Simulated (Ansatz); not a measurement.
Working through a ladder of methods at one geometry of C2H3FSeTe, SMILES FC([SeH])=C[TeH]

With the Python package of Ansatz (0.2.0).

The cells in order, each with its output:

**Cell 1**
```python
from pathlib import Path

import ansatz as az
from ase import Atoms
import numpy as np
```

**Cell 2**
```python
atoms = Atoms(["F", "C", "Se", "C", "Te", "H", "H", "H"], positions=[
    (-1.6123, 0.6718, -0.1005),
    (-0.3079, 0.7304, -0.038),
    (0.5316, 2.165, 0.8925),
    (0.4939, -0.2199, -0.6126),
    (-0.501, -1.8364, -1.675),
    (0.5087, 1.3718, 2.2109),
    (1.5297, -0.2099, -0.5397),
    (-0.5504, -2.7299, -0.1934),
])
system = az.Crystal.molecule_from_ase(atoms)
```

**Cell 3**
```python
setup = system.calculation().basis(gaussian="def2-SVP")

print("functional    E (Ha)        dipole (D)   HOMO (eV)  LUMO (eV)")
for name in ["b3lyp", "revpbe", "cam_b3lyp", "lda", "r2scan", "pbe0"]:
    report = setup.functional(name).forces().orbitals().run(threads=1, pin="off", runs_dir="runs").report
    lines = Path(report["orbitals_path"]).read_text().splitlines()
    field_of = lambda key: [line.split("=")[1].strip() for line in lines if line.startswith(key)]
    orbitals = [(27.211386 * float(e), s, float(n)) for e, s, n in zip(field_of("Ene="), field_of("Spin="), field_of("Occup="))]
    homo = max(e for e, _, n in orbitals if n > 0.5)
    lumo = min(e for e, _, n in orbitals if n < 0.5)
    dipole = 4.803205 * np.linalg.norm(report["charge_distribution"]["dipole_moment_e_ang"])
    print(f"{name:10s} {report['free_energy_ev'] / 27.211386246:14.6f} {dipole:9.3f} {homo:11.3f} {lumo:10.3f}")
```
Output:
```text
functional    E (Ha)        dipole (D)   HOMO (eV)  LUMO (eV)
b3lyp        -2847.057090     1.245      -5.935     -1.449
revpbe       -2846.732867     1.174      -5.042     -2.055
cam_b3lyp    -2846.980398     1.295      -7.427     -0.122
lda          -2841.776012     1.405      -5.219     -2.274
r2scan       -2846.945766     1.352      -5.391     -2.045
pbe0         -2846.474123     1.344      -6.218     -1.291
```

Total energies depend on the basis set; only differences at equal settings carry meaning. The geometry is a force-field or estimated start, not a minimum of this method, and the basis set is short of its limit. A lower total doesn't mark the better method: functionals have no common bound, and MP2 and coupled cluster aren't variational. def2 sets replace the cores of elements past krypton by effective core potentials. b3lyp holds the VWN-RPA fit, as in Gaussian; the form of ORCA and Turbomole is b3lyp5. Levels such as HOMO and LUMO are orbital energies: with these approximate functionals they aren't the ionisation energy and electron affinity, and their gap isn't the fundamental gap. Run time: 37 s on 1 thread of Arm Neoverse V2, on a shared host, peak memory 0.41 GiB.
